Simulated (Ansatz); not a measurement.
# doublet C2H5FSi+ at 6 levels

Aim: a comparison of 6 runs (UB3LYP/6-31G*, U-revPBE/cc-pVDZ, UBHLYP/cc-pVDZ, UPBE/cc-pVDZ, RPA@PBE/cc-pVDZ, UMP2/cc-pVDZ) of doublet C2H5FSi+. 

Program for the calculation: Ansatz 0.2.0.

91 further runs of the same task are left out: 91 set aside as unsound or not needed.

## 1. The structure to begin with

C2H5FSi+: 9 atoms, total charge +1, spin state doublet. SMILES of the parent species: `F/C=C/[SiH3]`. The coordinates come from a PBE0-D4/def2-TZVP relaxation. That shape belongs to the parent species and isn't relaxed for this state.

Bond lengths: F1–C2 1.336 Å, C2–C3 1.322 Å, C3–Si4 1.852 Å, C2–H5 1.086 Å, C3–H6 1.087 Å, Si4–H7 1.487 Å, Si4–H8 1.487 Å, Si4–H9 1.487 Å. Some angles: F1–C2–C3 122.8°, C2–C3–Si4 121.1°, F1–C2–H5 111.4°, C3–C2–H5 125.9°, C2–C3–H6 117.6°, Si4–C3–H6 121.3°, C3–Si4–H7 110.8°, C3–Si4–H8 110.8°, C3–Si4–H9 108.6°, H7–Si4–H8 107.9°.

## 2. A single-point energy at UB3LYP/6-31G(d) (spherical functions) (run 1)

Input file molecule.yaml:

```yaml
crystal:
  periodic: [false, false, false]
  atoms:
    - {symbol: F, position_ang: [-1.259900, 2.360900, 0.506400]}
    - {symbol: C, position_ang: [-0.578300, 1.355000, -0.048000]}
    - {symbol: C, position_ang: [-0.336700, 0.219900, 0.584900]}
    - {symbol: Si, position_ang: [0.614100, -1.145000, -0.228900]}
    - {symbol: H, position_ang: [-0.264200, 1.599600, -1.058100]}
    - {symbol: H, position_ang: [-0.716100, 0.118100, 1.598600]}
    - {symbol: H, position_ang: [1.843700, -1.465600, 0.542800]}
    - {symbol: H, position_ang: [-0.206700, -2.381600, -0.316300]}
    - {symbol: H, position_ang: [0.992500, -0.707600, -1.598500]}
basis:
  gaussian:
    orbitals: 6-31G_st_-spherical.json
total_charge: 1
magnetization:
  spin_polarized: true
  initial_magnetization: 1
hamiltonian:
  xc: {name: B3LYP}
accuracy: high
output:
  orbitals: {seedname: orbitals}
```

The basis set 6-31G* is read from a file made from the Basis Set Exchange's data (not shown).

On the command line:

```console
$ ansatz run molecule.yaml --threads 1 --pin off --max-ram 3480MiB --events-out events.jsonl --progress --plain --runs-dir runs
```

Log:

```text
Warning: RAYON_NUM_THREADS=1 ignored (pool sized by the plan → 1); use --threads N
Functional definition: B3LYP
  name "B3LYP"
  parameter a0 = 0.2
  parameter ax = 0.72
  parameter ac = 0.81
  exchange = (1 - a0 - ax)*slater_x + ax*b88_x + a0*exact_x
  correlation = (1 - ac)*vwn_rpa_c + ac*lyp_c
1632 factors; integrals over basis functions are off by at most 3.0e-9 eV
mean field evaluation 1: about -12727.8430 eV, gradient 4.6e1 eV
mean field evaluation 2: about -12709.7516 eV, gradient 7.7e1 eV
mean field evaluation 4: about -12738.4531 eV, gradient 1.1e1 eV
mean field evaluation 8: about -12739.0939 eV, gradient 9.2e-1 eV
mean field evaluation 16: about -12739.1002 eV, gradient 5.7e-4 eV
mean field -12739.10017420 eV, -468.1532965297 hartree, gradient 6.3e-8 eV, S^2 0.753239; 0 other end points of the search recorded, 0 dependent functions left out
reference -12739.10021045 eV, -468.1532978618 hartree; 20, 19 occupied and 50, 51 virtual orbitals, 1632 factors
Total energy: -12739.10021045 eV, -468.1532978618 hartree
```

Wall time 11 s (1 thread of Arm Neoverse V2, shared host); peak memory 0.31 GiB.

## 3. A single-point energy at U-revPBE/cc-pVDZ (run 2)

Input file input.yaml:

```yaml
basis:
  gaussian:
    orbitals: cc-pVDZ
crystal:
  periodic: [false, false, false]
  atoms:
    - symbol: F
      position_ang: [-1.259900, 2.360900, 0.506400]
    - symbol: C
      position_ang: [-0.578300, 1.355000, -0.048000]
    - symbol: C
      position_ang: [-0.336700, 0.219900, 0.584900]
    - symbol: Si
      position_ang: [0.614100, -1.145000, -0.228900]
    - symbol: H
      position_ang: [-0.264200, 1.599600, -1.058100]
    - symbol: H
      position_ang: [-0.716100, 0.118100, 1.598600]
    - symbol: H
      position_ang: [1.843700, -1.465600, 0.542800]
    - symbol: H
      position_ang: [-0.206700, -2.381600, -0.316300]
    - symbol: H
      position_ang: [0.992500, -0.707600, -1.598500]
total_charge: 1
magnetization:
  spin_polarized: true
  initial_magnetization: 1
hamiltonian:
  xc: {name: revPBE}
accuracy: high
output: {orbitals: {seedname: orbitals}}
```

On the command line:

```console
$ ansatz run input.yaml --threads 1 --pin off --max-ram 3480MiB --events-out events.jsonl --progress --plain --runs-dir runs
```

Log:

```text
Warning: RAYON_NUM_THREADS=1 ignored (pool sized by the plan → 1); use --threads N
Functional definition: revPBE
  name "revPBE"
  parameter kappa = 1.245
  parameter beta = 0.06672455060314922
  exchange = pbe_x(kappa = kappa, mu = beta*pi^2/3)
  correlation = pbe_c(beta = beta)
1987 factors; integrals over basis functions are off by at most 3.8e-9 eV
mean field evaluation 1: about -12722.3166 eV, gradient 5.0e1 eV
mean field evaluation 2: about -12561.9737 eV, gradient 1.5e2 eV
mean field evaluation 4: about -12734.2242 eV, gradient 2.0e1 eV
mean field evaluation 8: about -12736.2933 eV, gradient 3.2e-1 eV
mean field evaluation 16: about -12736.2893 eV, gradient 6.9e-4 eV
mean field evaluation 32: about -12733.8588 eV, gradient 4.5e0 eV
mean field -12736.28926901 eV, -468.0499976693 hartree, gradient 5.8e-8 eV, S^2 0.752199; 3 other end points of the search recorded, 0 dependent functions left out
reference -12736.28927303 eV, -468.0499978170 hartree; 20, 19 occupied and 65, 66 virtual orbitals, 1987 factors
Total energy: -12736.28927303 eV, -468.0499978170 hartree
```

It took 12 s on 1 thread of Arm Neoverse V2, shared host; peak memory 0.28 GiB.

Runs 3 to 5 aren't shown in full; the table further down has their settings and results.

## 4. A single-point energy at UMP2/cc-pVDZ (run 6)

Input file in.yaml:

```yaml
crystal:
  periodic: [false, false, false]
  atoms:
    - {symbol: F, position_ang: [-1.259900, 2.360900, 0.506400]}
    - {symbol: C, position_ang: [-0.578300, 1.355000, -0.048000]}
    - {symbol: C, position_ang: [-0.336700, 0.219900, 0.584900]}
    - {symbol: Si, position_ang: [0.614100, -1.145000, -0.228900]}
    - {symbol: H, position_ang: [-0.264200, 1.599600, -1.058100]}
    - {symbol: H, position_ang: [-0.716100, 0.118100, 1.598600]}
    - {symbol: H, position_ang: [1.843700, -1.465600, 0.542800]}
    - {symbol: H, position_ang: [-0.206700, -2.381600, -0.316300]}
    - {symbol: H, position_ang: [0.992500, -0.707600, -1.598500]}
basis:
  gaussian: {orbitals: cc-pVDZ}
correlation: {method: mp2, frozen_orbitals: {C: 1, F: 1, H: 0, Si: 5}}
total_charge: 1
accuracy: high
magnetization: {spin_polarized: true, initial_magnetization: 1}
```

On the command line:

```console
$ ansatz run in.yaml --threads 1 --pin off --max-ram 3480MiB --events-out events.jsonl --progress --plain --runs-dir runs
```

Log, shortened:

```text
Warning: RAYON_NUM_THREADS=1 ignored (pool sized by the plan → 1); use --threads N
Functional definition: HF
  name "HF"
[...]
1987 factors; integrals over basis functions are off by at most 3.8e-9 eV
[...]
mean field -12698.44086401 eV, -466.6590944401 hartree, gradient 2.8e-8 eV, S^2 0.755923; 1 other end points of the search recorded, 0 dependent functions left out
8 core orbitals not correlated: weight in the atoms' cores, before any rotation towards them, 1.000 or more for the frozen orbitals, at most 0.000 for the correlated occupied ones
reference -12698.44086401 eV, -466.6590944401 hartree; 12, 11 occupied and 65, 66 virtual orbitals, 1987 factors
second order -13.86268627 eV of doubles, -0.00000000 eV of singles
Total energy: -12712.30355028 eV, -467.1685387640 hartree
```

Run time: 4.5 s. Hardware: 1 thread of Arm Neoverse V2, shared host; peak memory 0.36 GiB.

## 5. The series

```tsv
run	level	frozen core orbitals	energy (Eh)	HOMO energy (eV)	LUMO energy (eV)	⟨S²⟩	wall time
1	UB3LYP/6-31G* (spherical functions)	–	-468.153298	-14.86	-12.36	0.753	11 s
2	U-revPBE/cc-pVDZ	–	-468.049998	-13.75	-12.84	0.752	12 s
3	UBHLYP/cc-pVDZ	–	-468.069581	-16.20	-11.15	0.755	14 s
4	UPBE/cc-pVDZ	–	-467.807022	-13.77	-12.90	0.752	12 s
5	RPA@PBE/cc-pVDZ	8	-467.495726	–	–	0.752	23 s
6	UMP2/cc-pVDZ	8	-467.168539	–	–	0.756	4.5 s
```

## 6. Outcome

| quantity | value |
| --- | --- |
| run 6: total energy | -467.16854 Eh |
| run 6: correlation energy (8 core orbitals frozen) | -509.4 mEh |
| run 6: ⟨S²⟩ of the reference determinant | 0.756 |

In words: Totals of different functionals can't be ranked against each other. All runs together took 77 s, the longest 23 s.
